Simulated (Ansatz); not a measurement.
# doublet [C2H7BN2]+ at 4 levels

Aim: a comparison of 4 runs (U-revPBE/cc-pVDZ, UBLYP/cc-pVDZ, UMP2/cc-pVDZ, UCCSD(T)/cc-pVDZ) of doublet [C2H7BN2]+. 

Program for the calculation: Ansatz 0.2.0.

41 further runs of the same task are left out: 41 set aside as unsound or not needed.

### Step 1. The molecule

[C2H7BN2]+ has 12 atoms, charge +1, and is taken as a doublet. As SMILES of the parent species, `NB1CNC1`. The shape is that of a PBE0-D4/def2-TZVP optimisation. That shape belongs to the parent species and isn't relaxed for this state.

Bond lengths: N1–B2 1.384 Å, B2–C3 1.586 Å, C3–N4 1.482 Å, B2–C5 1.586 Å, N4–C5 1.482 Å, N1–H6 1.006 Å, N1–H7 1.006 Å, C3–H8 1.095 Å, C3–H9 1.101 Å, N4–H10 1.012 Å, C5–H11 1.101 Å, C5–H12 1.095 Å. Some angles: N1–B2–C3 135.9°, N1–B2–C5 135.9°, C3–B2–C5 88.2°, B2–C3–N4 86.2°, C3–N4–C5 96.2°, B2–C5–N4 86.2°, B2–N1–H6 123.1°, B2–N1–H7 123.1°, B2–C3–H8 121.1°, B2–C3–H9 112.3°.

### Step 2. The energy at U-revPBE/cc-pVDZ (run 1)

in.yaml

```yaml
crystal:
  periodic: [false, false, false]
  atoms:
    - {symbol: N, position_ang: [-1.464900, 1.286500, -0.088100]}
    - {symbol: B, position_ang: [-0.424100, 0.376900, -0.024600]}
    - {symbol: C, position_ang: [0.545200, -0.167100, 1.106800]}
    - {symbol: N, position_ang: [0.858000, -1.271200, 0.168600]}
    - {symbol: C, position_ang: [0.268200, -0.633400, -1.032300]}
    - {symbol: H, position_ang: [-1.775900, 1.821700, 0.704600]}
    - {symbol: H, position_ang: [-1.987700, 1.465400, -0.928400]}
    - {symbol: H, position_ang: [0.154600, -0.499400, 2.073800]}
    - {symbol: H, position_ang: [1.388700, 0.513900, 1.298000]}
    - {symbol: H, position_ang: [1.840400, -1.500700, 0.091400]}
    - {symbol: H, position_ang: [1.002300, -0.136300, -1.684700]}
    - {symbol: H, position_ang: [-0.328000, -1.311400, -1.651200]}
basis:
  gaussian:
    orbitals: cc-pVDZ
total_charge: 1
magnetization:
  spin_polarized: true
  initial_magnetization: 1
output:
  orbitals: {seedname: orbitals}
accuracy: high
hamiltonian:
  xc: {name: revPBE}
```

Started as:

```console
ansatz run in.yaml --threads 1 --pin off --max-ram 2610MiB --events-out events.jsonl --progress --plain --runs-dir runs
```

The program printed:

```text
Warning: RAYON_NUM_THREADS=1 ignored (pool sized by the plan → 1); use --threads N
Functional definition: revPBE
  name "revPBE"
  parameter kappa = 1.245
  parameter beta = 0.06672455060314922
  exchange = pbe_x(kappa = kappa, mu = beta*pi^2/3)
  correlation = pbe_c(beta = beta)
2576 factors; integrals over basis functions are off by at most 3.1e-9 eV
mean field evaluation 1: about -5816.9902 eV, gradient 6.3e1 eV
mean field evaluation 2: about -5785.4591 eV, gradient 9.3e1 eV
mean field evaluation 4: about -5834.9200 eV, gradient 6.1e0 eV
mean field evaluation 8: about -5835.1472 eV, gradient 1.7e-1 eV
mean field evaluation 16: about -5835.1365 eV, gradient 1.1e-4 eV
mean field evaluation 32: about -5835.0111 eV, gradient 4.4e0 eV
mean field -5835.13649377 eV, -214.4373109483 hartree, gradient 9.5e-8 eV, S^2 0.752650; 2 other end points of the search recorded, 0 dependent functions left out
reference -5835.13649822 eV, -214.4373111119 hartree; 19, 18 occupied and 86, 87 virtual orbitals, 2576 factors
Total energy: -5835.13649822 eV, -214.4373111119 hartree
```

It took 11 s on 1 thread of Intel Xeon Platinum 8488C (Sapphire Rapids), shared host; peak memory 0.41 GiB.

### Step 3. A single-point energy at UBLYP/cc-pVDZ (run 2)

input.yaml

```yaml
crystal:
  periodic: [false, false, false]
  atoms:
    - {symbol: "N", position_ang: [-1.464900, 1.286500, -0.088100]}
    - {symbol: B, position_ang: [-0.424100, 0.376900, -0.024600]}
    - {symbol: C, position_ang: [0.545200, -0.167100, 1.106800]}
    - {symbol: "N", position_ang: [0.858000, -1.271200, 0.168600]}
    - {symbol: C, position_ang: [0.268200, -0.633400, -1.032300]}
    - {symbol: H, position_ang: [-1.775900, 1.821700, 0.704600]}
    - {symbol: H, position_ang: [-1.987700, 1.465400, -0.928400]}
    - {symbol: H, position_ang: [0.154600, -0.499400, 2.073800]}
    - {symbol: H, position_ang: [1.388700, 0.513900, 1.298000]}
    - {symbol: H, position_ang: [1.840400, -1.500700, 0.091400]}
    - {symbol: H, position_ang: [1.002300, -0.136300, -1.684700]}
    - {symbol: H, position_ang: [-0.328000, -1.311400, -1.651200]}
basis:
  gaussian: {orbitals: cc-pVDZ}
accuracy: high
hamiltonian: {xc: {name: BLYP}}
output: {orbitals: {seedname: orbitals}}
total_charge: 1
magnetization: {spin_polarized: true, initial_magnetization: 1}
```

Started as:

```console
ansatz run input.yaml --threads 1 --pin off --max-ram 2610MiB --events-out events.jsonl --progress --plain --runs-dir runs
```

The program printed:

```text
Warning: RAYON_NUM_THREADS=1 ignored (pool sized by the plan → 1); use --threads N
Functional definition: BLYP
  name "BLYP"
  parameter beta = 0.0042
  parameter a = 0.04918
  parameter b = 0.132
  parameter c = 0.2533
  parameter d = 0.349
  exchange = b88_x(beta = beta)
  correlation = lyp_c(a = a, b = b, c = c, d = d)
2576 factors; integrals over basis functions are off by at most 3.1e-9 eV
mean field evaluation 1: about -5813.1945 eV, gradient 6.8e1 eV
mean field evaluation 2: about -5775.9373 eV, gradient 1.0e2 eV
mean field evaluation 4: about -5833.6918 eV, gradient 8.4e0 eV
mean field evaluation 8: about -5834.0201 eV, gradient 1.0e-1 eV
mean field evaluation 16: about -5834.0112 eV, gradient 1.3e-4 eV
mean field evaluation 32: about -5833.6054 eV, gradient 3.3e0 eV
mean field -5834.01115818 eV, -214.3959556283 hartree, gradient 5.0e-8 eV, S^2 0.752542; 2 other end points of the search recorded, 0 dependent functions left out
reference -5834.01121330 eV, -214.3959576540 hartree; 19, 18 occupied and 86, 87 virtual orbitals, 2576 factors
Total energy: -5834.01121330 eV, -214.3959576540 hartree
```

Run time: 11 s. Hardware: 1 thread of Intel Xeon Platinum 8488C (Sapphire Rapids), shared host; peak memory 0.41 GiB.

### Step 4. A single-point energy at UMP2/cc-pVDZ (run 3)

job.yaml

```yaml
crystal:
  periodic: [false, false, false]
  atoms:
    - symbol: N
      position_ang: [-1.464900, 1.286500, -0.088100]
    - symbol: B
      position_ang: [-0.424100, 0.376900, -0.024600]
    - symbol: C
      position_ang: [0.545200, -0.167100, 1.106800]
    - symbol: "N"
      position_ang: [0.858000, -1.271200, 0.168600]
    - symbol: C
      position_ang: [0.268200, -0.633400, -1.032300]
    - symbol: H
      position_ang: [-1.775900, 1.821700, 0.704600]
    - symbol: H
      position_ang: [-1.987700, 1.465400, -0.928400]
    - symbol: H
      position_ang: [0.154600, -0.499400, 2.073800]
    - symbol: H
      position_ang: [1.388700, 0.513900, 1.298000]
    - symbol: H
      position_ang: [1.840400, -1.500700, 0.091400]
    - symbol: H
      position_ang: [1.002300, -0.136300, -1.684700]
    - symbol: H
      position_ang: [-0.328000, -1.311400, -1.651200]
basis:
  gaussian:
    orbitals: cc-pVDZ
total_charge: 1
magnetization:
  spin_polarized: true
  initial_magnetization: 1
correlation:
  method: mp2
  frozen_orbitals: {B: 1, C: 1, H: 0, "N": 1}
accuracy: high
```

Started as:

```console
ansatz run job.yaml --threads 1 --pin off --max-ram 2610MiB --events-out events.jsonl --progress --plain --runs-dir runs
```

The program printed, shortened:

```text
Warning: RAYON_NUM_THREADS=1 ignored (pool sized by the plan → 1); use --threads N
Functional definition: HF
  name "HF"
[...]
2576 factors; integrals over basis functions are off by at most 3.1e-9 eV
[...]
mean field -5800.18527524 eV, -213.1528773582 hartree, gradient 1.5e-8 eV, S^2 0.762177; 3 other end points of the search recorded, 0 dependent functions left out
5 core orbitals not correlated: weight in the atoms' cores, before any rotation towards them, 1.000 or more for the frozen orbitals, at most 0.000 for the correlated occupied ones
reference -5800.18527524 eV, -213.1528773582 hartree; 14, 13 occupied and 86, 87 virtual orbitals, 2576 factors
second order -17.69405507 eV of doubles, -0.00000000 eV of singles
Total energy: -5817.87933031 eV, -213.8031218886 hartree
```

Wall time 8.7 s (1 thread of Intel Xeon Platinum 8488C (Sapphire Rapids), shared host); peak memory 0.43 GiB.

### Step 5. A single-point energy at UCCSD(T)/cc-pVDZ (run 4)

Edit input.yaml of step 3 so:

```diff
@@ -6,3 +6,3 @@
     - {symbol: C, position_ang: [0.545200, -0.167100, 1.106800]}
-    - {symbol: "N", position_ang: [0.858000, -1.271200, 0.168600]}
+    - {symbol: N, position_ang: [0.858000, -1.271200, 0.168600]}
     - {symbol: C, position_ang: [0.268200, -0.633400, -1.032300]}
@@ -17,6 +17,6 @@
   gaussian: {orbitals: cc-pVDZ}
+magnetization: {spin_polarized: true, initial_magnetization: 1}
+total_charge: 1
 accuracy: high
-hamiltonian: {xc: {name: BLYP}}
-output: {orbitals: {seedname: orbitals}}
-total_charge: 1
-magnetization: {spin_polarized: true, initial_magnetization: 1}
+scf: {omitted_lower_state_checks: [cluster_reference, increment]}
+correlation: {method: ccsd_t, frozen_orbitals: {B: 1, C: 1, H: 0, "N": 1}}
```

Started as:

```console
ansatz run input.yaml --threads 1 --pin off --max-ram 2610MiB --events-out events.jsonl --progress --plain --runs-dir runs
```

The program printed:

```text
Warning: RAYON_NUM_THREADS=1 ignored (pool sized by the plan → 1); use --threads N
[... 13 lines left out ...]
5 core orbitals not correlated: weight in the atoms' cores, before any rotation towards them, 1.000 or more for the frozen orbitals, at most 0.000 for the correlated occupied ones
[... 33 lines left out ...]
Total energy: -5820.06779994 eV, -213.8835466640 hartree
Checks for a lower state left out: cluster_reference, increment
```

Run time: 2.1 min. Hardware: 1 thread of Intel Xeon Platinum 8488C (Sapphire Rapids), shared host; peak memory 2 GiB.

### Step 6. All runs side by side

```
run             level  frozen core orbitals  energy (Eh)   ⟨S²⟩  wall time
  1  U-revPBE/cc-pVDZ                     –  -214.437311  0.753       11 s
  2     UBLYP/cc-pVDZ                     –  -214.395958  0.753       11 s
  3      UMP2/cc-pVDZ                     5  -213.803122  0.762      8.7 s
  4  UCCSD(T)/cc-pVDZ                     5  -213.883547  0.762    2.1 min
```

### Step 7. Outcome

```
                                          quantity          value
                               run 4: total energy  -213.88355 Eh
run 4: correlation energy (5 core orbitals frozen)     -730.7 mEh
                             run 4: (T) correction     -22.26 mEh
          run 4: ⟨S²⟩ of the reference determinant          0.762
                              run 4: T1 diagnostic          0.020
```

What this shows: Totals of different functionals can't be ranked against each other. All runs together took 2.6 min, the longest 2.1 min.
